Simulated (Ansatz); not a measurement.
# CH6BFSn: one species, many methods

How much do the methods differ for CH6BFSn? The plan is to run it at one geometry with functionals of several rungs and with coupled cluster. The yardstick is the atomisation energy at the CCSD(T) limit.

Computed with Ansatz 0.2.0, Gaussian basis. Level: functionals in def2-TZVPP, the program's frozen cores in correlated methods.

Plan: PBE-D4, r2SCAN-D4, PBE0-D4, B3LYP-D4, ωB97X-V, ωB97M-V, B2PLYP; CCSD(T)/def2-TZVPP; MP2/def2-QZVPP; extrapolation to the limit.

### 1 The relaxed structure

All runs share one geometry, relaxed beforehand with PBE0-D4 in a triple-zeta def2 set. Sn takes the def2 core potential; no spin-orbit term is included.

SMILES `FC[BH][SnH3]`, 10 atoms, charge 0, spin multiplicity 1.

Atoms are counted from 1 here; the program's logs count them from 0.

Bond lengths: F1–C2 1.389 Å, C2–B3 1.544 Å, C2–H5 1.102 Å, C2–H6 1.102 Å, B3–Sn4 2.249 Å, B3–H7 1.197 Å, Sn4–H8 1.708 Å, Sn4–H9 1.708 Å, Sn4–H10 1.710 Å. Angles: F1–C2–B3 115.8°, F1–C2–H5 108.1°, F1–C2–H6 108.1°, B3–C2–H5 109.5°, B3–C2–H6 109.5°, H5–C2–H6 105.3°, C2–B3–Sn4 121.3°, C2–B3–H7 116.1°, Sn4–B3–H7 122.6°, B3–Sn4–H8 110.6°, B3–Sn4–H9 110.8°, B3–Sn4–H10 112.4°, H8–Sn4–H9 107.7°, H8–Sn4–H10 107.5°, H9–Sn4–H10 107.6°.

Coordinates:

```csv
atom,x (Å),y (Å),z (Å)
F1,-1.88314,0.65166,-0.45368
C2,-0.67681,1.18287,-0.89138
B3,0.59456,0.47266,-0.37960
Sn4,0.46877,-1.30893,0.98767
H5,-0.68180,1.18078,-1.99298
H6,-0.64621,2.24562,-0.60286
H7,1.63703,0.92540,-0.75377
H8,-0.37746,-2.58722,0.23431
H9,-0.36279,-0.91256,2.42583
H10,2.01094,-1.90129,1.42927
```

### 2 PBE-D4 (GGA)

in.yaml reads:

```yaml
crystal:
  periodic: [false, false, false]
  atoms:
    - {symbol: F, position_ang: [-1.883141, 0.651659, -0.453681]}
    - {symbol: C, position_ang: [-0.676810, 1.182875, -0.891379]}
    - {symbol: B, position_ang: [0.594559, 0.472663, -0.379597]}
    - {symbol: Sn, position_ang: [0.468767, -1.308926, 0.987668]}
    - {symbol: H, position_ang: [-0.681800, 1.180778, -1.992978]}
    - {symbol: H, position_ang: [-0.646207, 2.245616, -0.602865]}
    - {symbol: H, position_ang: [1.637034, 0.925403, -0.753775]}
    - {symbol: H, position_ang: [-0.377459, -2.587219, 0.234312]}
    - {symbol: H, position_ang: [-0.362785, -0.912556, 2.425826]}
    - {symbol: H, position_ang: [2.010942, -1.901294, 1.429269]}
basis:
  gaussian: {orbitals: def2-TZVPP}
hamiltonian: {xc: pbe, dispersion: d4}
output: {forces: true, orbitals: {seedname: orbitals}}
```

The run is started by

```
> ansatz run in.yaml --threads 4 --pin off --events-out ev --progress --plain --max-ram 10444MiB
```

Further steps of the session: r2SCAN-D4 (meta-GGA); PBE0-D4 (hybrid); B3LYP-D4 (hybrid); ωB97X-V (range-separated); ωB97M-V (range-separated); B2PLYP (double hybrid); CCSD(T) in def2-TZVPP; MP2 in def2-QZVPP.

Q: Predict the results of all the runs planned. Wanted: atomisation energy, CCSD(T)/CBS; farthest; mean size of error, hybrid; mean size of error, range-separated; gap, smallest and largest; T1 diagnostic; triples share of the correlation energy.

The runs gave:

| quantity | value |
| --- | --- |
| atomisation energy, CCSD(T)/CBS | 740.6 kcal/mol |
| functionals within 7.4 kcal/mol (1.0 %) | r2SCAN-D4, PBE0-D4, B3LYP-D4, ωB97X-V, ωB97M-V |
| farthest | B2PLYP (-10.3 kcal/mol) |
| mean size of error, hybrid | 1.3 kcal/mol |
| mean size of error, range-separated | 2.9 kcal/mol |
| gap, smallest and largest | 3.61 eV (PBE-D4), 10.16 eV (ωB97X-V) |
| T1 diagnostic | 0.0131 |
| triples share of the correlation energy | 3.0 % |

PBE-D4 misses by +7.8 kcal/mol. Double hybrids carry the basis error of their MP2 part in triple zeta, and no dispersion term here, so their miss is partly the set-up's. Misses under about 7.4 kcal/mol are within the doubt on the reference itself, which lacks core-valence correlation, spin-orbit coupling and higher excitations, and its outer-core shells are covered unevenly. All levels share the lack of spin-orbit coupling, which lowers the free heavy atoms and so the true binding. Hartree-Fock recovers 74 % of the binding; the rest is correlation. Orbital gaps span 3.6 to 10.2 eV; exact exchange widens them. Correlated methods include outer-core shells of Sn, which these sets cover unevenly.
